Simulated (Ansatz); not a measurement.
# AlNi in Ansatz: reference runs

How does AlNi come out in PBE? The cell is run as given.

All numbers are computed with Ansatz 0.2.0; they aren't measurements. Logs are shortened: lines on timing, memory, paths and dates and some standing lists are left out, and cuts for length are marked.

### Step 1. The cell of the first run

The cell holds a slab with vacuum, 8 atoms: a = 2.881 Å, b = 2.881 Å, c = 25.084 Å, α = 90.00°, β = 90.00°, γ = 90.00°.

### Step 2. Single point, PBE, collinear spin, ferromagnetic start (the (1 0 0) slab of AlNi, cut from the database cell, not relaxed)

File input.yaml:

```yaml
crystal:
  lattice:
    - [2.881, 0.0, 0.0]
    - [0.0, 2.881, 0.0]
    - [0.0, 0.0, 25.0835]
  atoms:
    - { symbol: Ni, position: [0.5, 0.5, 0.2990013355], spin: 1.0 }
    - { symbol: Al, position: [0.0, 0.0, 0.3564295254] }
    - { symbol: Ni, position: [0.5, 0.5, 0.4138577152], spin: 1.0 }
    - { symbol: Al, position: [0.0, 0.0, 0.4712859051] }
    - { symbol: Ni, position: [0.5, 0.5, 0.5287140949], spin: 1.0 }
    - { symbol: Al, position: [0.0, 0.0, 0.5861422848] }
    - { symbol: Ni, position: [0.5, 0.5, 0.6435704746], spin: 1.0 }
    - { symbol: Al, position: [0.0, 0.0, 0.7009986645] }
hamiltonian:
  xc: pbe
  pseudopotentials: { kind: paw }
magnetization:
  spin_polarized: true
kpoints:
  mp_grid: { grid: [9, 9, 1] }
scf:
  occupations: { method: fermi_dirac, width: 0.05 }
output:
  forces: true
  eigenvalues: true
  write_density: true
  write_potential: true
  elf: true
  volumetric_format: npy
efield:
  axis: 3
  dipole_correction: true
  ramp_width: 0.04
```

Potentials or basis: Ansatz PAW.

On the command line:

```sh
ansatz run input.yaml --threads 4 --pin off --max-ram 11264MiB --backend cpu --events-out ev --progress --plain --runs-dir out
```

Output:

```text
Warning: RAYON_NUM_THREADS=4 ignored (pool sized by the plan → 4); use --threads N
Engine: ansatz 0.2.0, aarch64-unknown-linux-gnu
Pseudopotentials: kind: paw
Pseudopotential: Ni, paw, valence charge 18, recommended cutoff 420 eV (normal), Ni.paw.azcp
Pseudopotential: Al, paw, valence charge 3, recommended cutoff 420 eV (normal), Al.paw.azcp
Functional definition: PBE
  parameter kappa = 0.804
  parameter beta = 0.06672455060314922
  exchange = pbe_x(kappa = kappa, mu = beta*pi^2/3)
  correlation = pbe_c(beta = beta)
Crystal: 8 atoms, lattice volume = 208.197 Å³
Basis set: ecut = 420 eV, 4055 PW (Γ), exchange–correlation on 40×40×360 points (8 copies of the dense FFT grid, shifted against one another)
Bands: 53, of which v1, the nominal top of the filled ones, is band 42 counted from 1 (41 counted from 0)
Symmetry: 8 space group operations
k-points: 15 of 81
Non-local potential: Ni, projectors of the file, l = 0: 3, l = 1: 2, l = 2: 3, l = 3: 1
Non-local potential: Al, projectors of the file, l = 0: 2, l = 1: 2, l = 2: 1
PAW form: soft (Blöchl's): semilocal exchange-correlation on the pseudo side does not see the compensation charge
PAW one-centre angular grid: Ni, 590 points (default); XC on 64 Gauss nodes
PAW one-centre angular grid: Al, 110 points (default); XC on 64 Gauss nodes
Initial density: superposition of atomic densities (neutral atoms: chi_scale 0, normalization atom)
Starting moments: Σ|m| = 4 μB on 4 of 8 sites
Initial wavefunctions: pseudopotential atomic-orbital guess
Functional: x = pbe(κ = 0.804, μ = 0.2195149727645171), c = pbe(β = 0.06672455060314922)
SCF iter   1: F=—  HF=-25506.353769 eV  |F-HF|=—  |Δ(HF+E_count)|=         —  Δρ=4.77e-2 (↑4.77e-2 ↓4.71e-2)  dr2=1.86e1  dr2_m=3.87e0  M=1.100 μB ∫|m|=1.314 μB  β_m=0.41  ethr=3.10e-3  p=0.000 e·Å  D=1.84e-6 V/Å  ΔV_dip=-0.00 eV  dr2_dipole=1.79e0  V_vac-E_F(+/−)=7.39/7.39 eV  ⟨swp⟩=13.5  Hψ=8785  notcnv=0  defer=12
Mixer restart at iter 1: flushing history
efield: sawtooth ramp at fractional position 0.9800 (placed from the atoms, in the widest stretch of the axis that holds none; the zero of the levels goes with the place), width 0.0400; the density the first Hamiltonian is built on has a dipole p = 0.000 e·Å; the dipole correction subtracts the counter field D = 1.84e-6 V/Å, which shifts the + side's vacuum level by -0.00 eV against the − side's; the planar-averaged density in the ramp window peaks in size at 8.1e-6 e/Å³
preconditioner: auto → LDOS  [metal: Δε(μ)=0.036 eV  Ē_g=6.417 eV  σ=0.050 eV  W_gap=0.18  n_scr=46 (ndim 8)  ℏωp=18.6 eV  f_vac=0.460  D(μ)=4.74/eV (n_scr^D=16)]
spin=Collinear: LDOS preconditioning applied to the charge; magnetization (m = ρ↑ − ρ↓) channel mixes plain (no charge-response kernel on spin).
SCF iter   2: F=—  HF=-25507.379584 eV  |F-HF|=—  |Δ(HF+E_count)|=    1.03e0  Δρ=3.76e-2 (↑2.80e-2 ↓3.76e-2)  dr2=5.39e0  dr2_m=1.93e0  M=0.780 μB ∫|m|=1.027 μB  β_m=0.59  ethr=3.10e-3  p=0.036 e·Å  D=3.16e-2 V/Å  ΔV_dip=-0.79 eV  dr2_dipole=5.15e-1  V_vac-E_F(+/−)=5.46/6.25 eV  ⟨swp⟩=3.1  Hψ=2366  notcnv=0  defer=89
density mixer auto → msr1: a metal under ldos (density of states about μ 1.68 of a free-electron gas's, 46 screened modes)
SCF iter   3: F=—  HF=-25511.738833 eV  |F-HF|=—  |Δ(HF+E_count)|=    4.36e0  Δρ=1.61e-2 (↑1.61e-2 ↓1.02e-2)  dr2=5.11e0  dr2_m=4.41e-2  M=0.426 μB ∫|m|=0.581 μB  β_m=0.57  ethr=3.10e-3  p=0.083 e·Å  D=7.24e-2 V/Å  ΔV_dip=-1.82 eV  dr2_dipole=3.12e0  V_vac-E_F(+/−)=3.13/4.95 eV  ⟨swp⟩=5.1  Hψ=3259  notcnv=0  defer=94
[... 18 lines left out ...]
SCF iter  22: F=-25511.648916 eV  HF=-25511.648916 eV  |F-HF|=4.15e-10  |Δ(HF+E_count)|=   1.26e-9  Δρ=2.54e-7 (↑2.20e-7 ↓2.54e-7)  dr2=4.76e-10  dr2_m=5.51e-12  M=-0.000 μB ∫|m|=0.000 μB  ethr=2.61e-12  p=0.021 e·Å  D=1.85e-2 V/Å  ΔV_dip=-0.47 eV  dr2_dipole=3.56e-11  V_vac-E_F(+/−)=4.16/4.62 eV  ⟨swp⟩=19.3  Hψ=12444  notcnv=0
SCF 1 converged in 22 iterations: F = -25511.648916 eV  dr2 = 4.76e-10
WARN: the starting moments were not kept: the SCF closed with an absolute magnetisation of 2.6e-5 μB, where they sum to 4 μB in size (4 sites). That is at most 0.1 of that sum. Measured as dr2_m measures the in/out step, that magnetisation stands 2.5e-10 eV from none, at or under the dr2_threshold of 1.0e-7 eV: it is no larger than a step whose dr2_m would equal this threshold. The system may hold no moment; this SCF shows only that its start led to no more than that. To try another start: raise the starting moments (crystal.atoms[].spin, magnetization.per_species, magnetization.initial_magnetization, or on a non-collinear deck that types none of these the spinor_matrix: blocks that start its atoms; where the total moment is fixed, keep their sum and leave initial_magnetization as it is; typed ones take the place of any that the run laid by itself, positive ones on a crystal's lanthanoids without a Hubbard term where scf.initial_density.shell_occupations: [] is typed) or, if the notice of its spin-set hold's release reads "site moments contracting" or "site moments show no strong build", lengthen the hold (scf.mixing.spin_hold: { on: { confirm: 4 } }; for m-r²SCAN on two components see the key's manual first). Each may lead to a state that holds a moment. A second SCF, from the converged charge density, with the starting moments and any scf.initial_density.shell_occupations laid on it anew, would have followed, and was not run: the deck does not ask for one (magnetization.retry_lost_moments is false, the default). To let it run, set magnetization.retry_lost_moments: true and run the deck again, where that key's refused combinations let it; where memory then withholds it, that run's warning says so.
WARN: The output density's exchange-correlation potential varies sharply where the density is thin. Do not read a vacuum level from v_tot or v_xc, or from such a field of the output density. On a cell that repeats whose density bears no net charge and no dipole along the vacuum's axis use v_es (v_loc + v_h of the components); under efield.dipole_correction with no amplitude use v_es + v_field, which holds any external_charges[].barrier, or the levels of the report's work_function block, which leave it out; under a non-zero efield.amplitude the vacuum is tilted and has no level; on a cell that repeats and bears such a dipole with no correction it is tilted too, and efield.dipole_correction with no amplitude gives each side of its ramp a level where efield: is served; in a cell that repeats whose density bears a net charge (total_charge, or a fill off its count) it is curved and has none; of a slab under crystal.periodic whose density bears no net charge use v_es, which has a level on each side, short of where the two are joined; of another it falls or rises all the way out and has none; of a slab beside external_charges read slab_vacuum_level instead, which it has where they leave it neutral. The grid or the basis barely resolves most such structure, and the values can differ between equally converged runs; as a rule a tighter scf.convergence.dr2_threshold does not remove it. Where the density itself ripples (under the LDA too) a higher basis.ecutwfc lessens it. The files hold the spikes' plane waves up to the density's cutoff. Files: v_tot_of_output_density and the like, and their columns of v_z.tsv (output.write_potential); v_xc_of_output_density and the like, and their columns of v_comp_z.tsv (output.write_potential_components). Measured: with its Gaussian average of σ = 0.25 Å subtracted twice, the exchange-correlation potential is over 0.1 eV at 2 of the grid points where the equally averaged density (valence and model cores) is under 1e-3 e/Å³, and 0.116 eV at the most among them, at an averaged density of 3.1e-8 e/Å³. The input density's (outcome.potential() and, of a run that writes arrays, v_tot and v_xc) is over 0.1 eV, so measured, at 3 points of its own thin density, 0.176 eV at the most. See output.write_potential in the manual, Limitations
SCF converged after 22 iterations
Magnetization: -0.0000 μB (42.0000 up, 42.0000 down)
Absolute magnetization: 0.0000 μB (∫|ρ↑−ρ↓|, with the PAW one-centre terms)
Spin contamination: 0.0000 ħ² per cell (⟨S²⟩ above its minimum at these occupations)
Per-site moments (μB) at R_I (Å): [(8.23727508979571e-6, 1.0291954154980696), (4.42242360318162e-8, 1.0291954149006886), (6.12809188358516e-7, 1.0291954149006886), (3.681724583886451e-8, 1.0291954149006886), (8.636135741613727e-7, 1.0291954149006886), (-1.3575019343621018e-7, 1.029195414900689), (-4.184490074637078e-6, 1.029195414900689), (-3.0145240969492205e-6, 1.0291954154980698)]
Free energy (F): -25511.648916 eV
Harris-Foulkes:  -25511.648916 eV  (|F-HF|=4.15e-10)
Internal energy: -25511.606565 eV  (E = F + TS)
E sigma→0 (E₀):  -25511.627741 eV
Entropy (-TS):   -0.042351 eV (-5.294 meV/atom)
Fermi energy:    4.135142 eV
Dipole field:    D = 0.018541 V/Å  (p = 0.021333 e·Å, saw-weighted, corrected)
Work function:   Φ+ = 4.1554 eV   Φ− = 4.6205 eV
Levels:          The Fermi level and band energies are counted from a zero that moves with the ramp; work functions are not
--- Per-component energies (eV) ---
  E_band       = -2153.653767
  E_kinetic    = 1236.817768
  E_local      = -114142.369574  (includes V_loc(G=0)·N_el)
  E_nonlocal   = 2596.493701
  E_hartree    = 55428.581755
  E_xc         = -499.770823
  E_vxc        = -555.261672  (∫ρ·V_xc dr)
  E_paw        = -8405.229236  (= ΣΔE_a)
  E_vpaw       = -2147.302627  (= ΣTr[D̂ρ^β])
  E_aug_tail   = 0.001867  (compensation charges beyond the density's cutoff)
  E_efield     = 0.000198  (sawtooth field / dipole correction)
  E_vefield    = 0.801643  (∫n·V_field dr)
  E_ewald      = 38273.867780
  E_smearing   = -0.042351  (= −TS)
  E_closure    = 0.000000  (closes the sum)
  Σ components = -25511.648916   (vs F -25511.648916, Δ=0.00e0)
--- Forces (eV/Å), atoms counted from 1 ---
  atom   1  Ni    -0.00000000     0.00000000     0.59471377
  atom   2  Al     0.00000000     0.00000000    -0.96076146
  atom   3  Ni     0.00000000     0.00000000     0.39006400
  atom   4  Al     0.00000000     0.00000000    -0.07882299
  atom   5  Ni     0.00000000     0.00000000    -0.13318213
  atom   6  Al    -0.00000000     0.00000000    -0.02505678
  atom   7  Ni    -0.00000000     0.00000000     0.32797261
  atom   8  Al     0.00000000     0.00000000    -0.11493334
  max |Σ_I F_I| component: 6.30e-6 eV/Å
--- Band table (eV; the first three rows and the last of 30) ---
  k-point 0 ↑: bands = ["-99.2474", "-99.2261", "-99.1679", "-98.3457", "-59.6603", "-59.6603", "-59.6433", "-59.6307", "-59.6306", "-59.6306", "-59.5845", "-59.5845", "-59.5520", "-58.7664", "-58.7548", "-58.7548", "-6.7984", "-6.0129", "-4.8032", "-3.3085", "-1.5622", "-0.0423", "0.7410", "0.9118", "1.0807", "1.2554", "1.3319", "1.9434", "1.9434", "2.1870", "2.1870", "2.2006", "2.4411", "2.4411", "2.5488", "2.5974", "2.6494", "3.2768", "3.2768", "3.2832", "3.4761", "3.5958", "4.3016", "5.9278", "7.5507", "8.3199", "8.8125", "9.8853", "9.8853", "10.0020", "10.7770", "10.7770", "10.9451"]
  k-point 1 ↑: bands = ["-99.2473", "-99.2260", "-99.1678", "-98.3455", "-59.6630", "-59.6601", "-59.6430", "-59.6332", "-59.6305", "-59.6304", "-59.5871", "-59.5843", "-59.5518", "-58.7662", "-58.7574", "-58.7546", "-6.5725", "-5.7912", "-4.5903", "-3.1281", "-1.3648", "0.0949", "0.8032", "0.9103", "1.0879", "1.2832", "1.3980", "1.8710", "1.9620", "2.0615", "2.2020", "2.2387", "2.3549", "2.4451", "2.4628", "2.5125", "2.5658", "3.1237", "3.2856", "3.3431", "3.5334", "3.5775", "4.4924", "6.1364", "7.7013", "8.0349", "8.4936", "8.8344", "9.0501", "9.8153", "10.1779", "10.2395", "10.8888"]
  k-point 2 ↑: bands = ["-99.2469", "-99.2256", "-99.1674", "-98.3451", "-59.6697", "-59.6596", "-59.6424", "-59.6399", "-59.6300", "-59.6298", "-59.5938", "-59.5838", "-59.5512", "-58.7656", "-58.7638", "-58.7541", "-5.9035", "-5.1359", "-3.9649", "-2.6125", "-0.8005", "0.4501", "0.7052", "0.9667", "1.0047", "1.2790", "1.5125", "1.7464", "1.9101", "2.0092", "2.0471", "2.2218", "2.2519", "2.3060", "2.3636", "2.3819", "2.4901", "2.9100", "3.2934", "3.3953", "3.4445", "3.7914", "4.9042", "5.5586", "5.9453", "7.1208", "7.5129", "8.4645", "8.6741", "9.2960", "9.6956", "10.4763", "10.9361"]
  k-point 14 ↓: bands = ["-99.2447", "-99.2234", "-99.1652", "-98.3431", "-59.6803", "-59.6803", "-59.6505", "-59.6505", "-59.6394", "-59.6272", "-59.6044", "-59.6044", "-59.5483", "-58.7741", "-58.7740", "-58.7629", "-1.2712", "-0.8512", "-0.3190", "0.0156", "0.1511", "0.2950", "0.4825", "0.5188", "0.9373", "0.9771", "1.4307", "1.4865", "1.6563", "1.7690", "2.5165", "2.5176", "2.5408", "2.8777", "2.9808", "3.1394", "3.2538", "3.2812", "3.7515", "3.9018", "4.0225", "4.9336", "5.2038", "5.9128", "6.1269", "6.3868", "6.5026", "6.7865", "6.8723", "7.0277", "7.3248", "7.9023", "7.9224"]
```

Wall time 25 s (4 threads of Arm Neoverse V1, shared host); peak memory 0.7 GiB.

What came out:

| Quantity | Value |
| --- | --- |
| Free energy | -25511.6489 eV |
| Largest force | 0.961 eV/Å |
| Band gap on the k mesh | none (metal or under the smearing width) |
| Net moment | 0.00 μB per cell |
| Absolute moment | 0.00 μB per cell |
| Work function of the upper face | 4.16 eV |
| Work function of the lower face | 4.62 eV |
| Dipole across the slab | 0.021 e·Å |

Forces on the atoms (eV/Å):
```
Ni   0.000  0.000  0.595
Al   0.000  0.000 -0.961
Ni   0.000  0.000  0.390
Al   0.000  0.000 -0.079
Ni   0.000  0.000 -0.133
Al   0.000  0.000 -0.025
Ni   0.000  0.000  0.328
Al   0.000  0.000 -0.115
```

Caveat: the starting moments weren't kept.
